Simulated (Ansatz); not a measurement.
# CH6ClFGeSi: ionisation energy by level of theory

One table from this session's results is given with a row withheld; the runs are named, their logs left out.

Program: Ansatz 0.2.0, Gaussian basis. Level of theory: unrestricted cation, the program's frozen cores in correlated methods. These are calculated values, not measurements.

The runs, in order: UKS PBE-D4/def2-TZVPP; UKS r2SCAN-D4/def2-TZVPP; UKS PBE0-D4/def2-TZVPP; UKS B3LYP-D4/def2-TZVPP; UKS wB97X-V/def2-TZVPP; UKS wB97M-V/def2-TZVPP; UKS B2PLYP/def2-TZVPP; UHF-CCSD(T)/def2-TZVPP; UHF-MP2/def2-QZVPP; extrapolation to the limit; then −ε(HOMO) from the neutral's earlier runs with LDA (SPW92), PBE-D4, revPBE-D4, BLYP-D4, r2SCAN-D4, B97M-V, PBE0-D4, B3LYP-D4, r2SCANh-D4, r2SCAN0-D4, HSE06-D4, BHLYP-D4, CAM-B3LYP-D4, LC-ωPBE, ωB97X-V, ωB97M-V.

## The geometry

All runs share one geometry, relaxed beforehand with PBE0-D4 in a triple-zeta def2 set.

11 atoms, charge 0, spin multiplicity 1.

Atoms are counted from 1 here; the program's logs count them from 0.

Bond lengths: C1–Ge2 1.935 Å, C1–H6 1.090 Å, C1–H7 1.090 Å, C1–H8 1.091 Å, Ge2–F3 1.745 Å, Ge2–Si4 2.387 Å, Ge2–Cl5 2.159 Å, Si4–H9 1.485 Å, Si4–H10 1.482 Å, Si4–H11 1.485 Å. Angles: Ge2–C1–H6 108.6°, Ge2–C1–H7 110.1°, Ge2–C1–H8 109.8°, H6–C1–H7 109.3°, H6–C1–H8 109.4°, H7–C1–H8 109.5°, C1–Ge2–F3 106.0°, C1–Ge2–Si4 121.8°, C1–Ge2–Cl5 108.0°, F3–Ge2–Si4 107.1°, F3–Ge2–Cl5 104.8°, Si4–Ge2–Cl5 107.8°, Ge2–Si4–H9 108.2°, Ge2–Si4–H10 108.5°, Ge2–Si4–H11 109.2°, H9–Si4–H10 110.5°, H9–Si4–H11 109.8°, H10–Si4–H11 110.6°.

The first run:

The input, in.yaml:

```yaml
crystal:
  periodic: [false, false, false]
  atoms:
    - {symbol: C, position_ang: [0.147476, -1.074356, 1.541034]}
    - {symbol: Ge, position_ang: [0.683237, 0.023550, 0.040661]}
    - {symbol: F, position_ang: [1.826010, -0.929560, -0.870661]}
    - {symbol: Si, position_ang: [-0.906125, 0.890601, -1.514936]}
    - {symbol: Cl, position_ang: [1.833385, 1.683194, 0.805740]}
    - {symbol: H, position_ang: [1.040516, -1.373663, 2.090418]}
    - {symbol: H, position_ang: [-0.510597, -0.509651, 2.202140]}
    - {symbol: H, position_ang: [-0.372745, -1.963250, 1.181707]}
    - {symbol: H, position_ang: [-1.844120, 1.772201, -0.775027]}
    - {symbol: H, position_ang: [-0.177600, 1.659834, -2.551357]}
    - {symbol: H, position_ang: [-1.654138, -0.236001, -2.128920]}
basis:
  gaussian: {orbitals: def2-TZVPP}
total_charge: 1
magnetization: {spin_polarized: true, initial_magnetization: 1}
hamiltonian: {xc: pbe, dispersion: d4}
```

Started as:

```bash
ansatz run in.yaml --threads 2 --pin off --events-out ev --progress --plain --max-ram 31744MiB --backend cuda --devices 0, --max-vram 18GiB
```

Steps of the session up to this table: Cation, UKS PBE-D4/def2-TZVPP; Cation, UKS r2SCAN-D4/def2-TZVPP; Cation, UKS PBE0-D4/def2-TZVPP; Cation, UKS B3LYP-D4/def2-TZVPP; Cation, UKS wB97X-V/def2-TZVPP; Cation, UKS wB97M-V/def2-TZVPP; Cation, UKS B2PLYP (frozen core)/def2-TZVPP; Cation, UHF-CCSD(T)/def2-TZVPP; Cation, UHF-MP2/def2-QZVPP.

One table of the session follows, with a row left open; its other results are not shown here.

It belongs to the step «Ionisation energies side by side». Orbital estimates, from the neutral's runs:

```
  functional  −ε(HOMO) (eV)
 LDA (SPW92)              ?
      PBE-D4           6.99
   revPBE-D4           6.94
     BLYP-D4           6.84
   r2SCAN-D4           7.29
      B97M-V           7.42
     PBE0-D4           8.22
    B3LYP-D4           7.99
  r2SCANh-D4           7.74
  r2SCAN0-D4           8.41
    HSE06-D4           7.83
    BHLYP-D4           9.32
CAM-B3LYP-D4           9.50
     LC-ωPBE          10.81
     ωB97X-V          10.47
     ωB97M-V          10.28
```

**Question.** Estimate the row for LDA (SPW92).

The run gave: −ε(HOMO) (eV): 7.12. In the column «−ε(HOMO) (eV)» it lies between PBE-D4 (6.99) and r2SCAN-D4 (7.29).
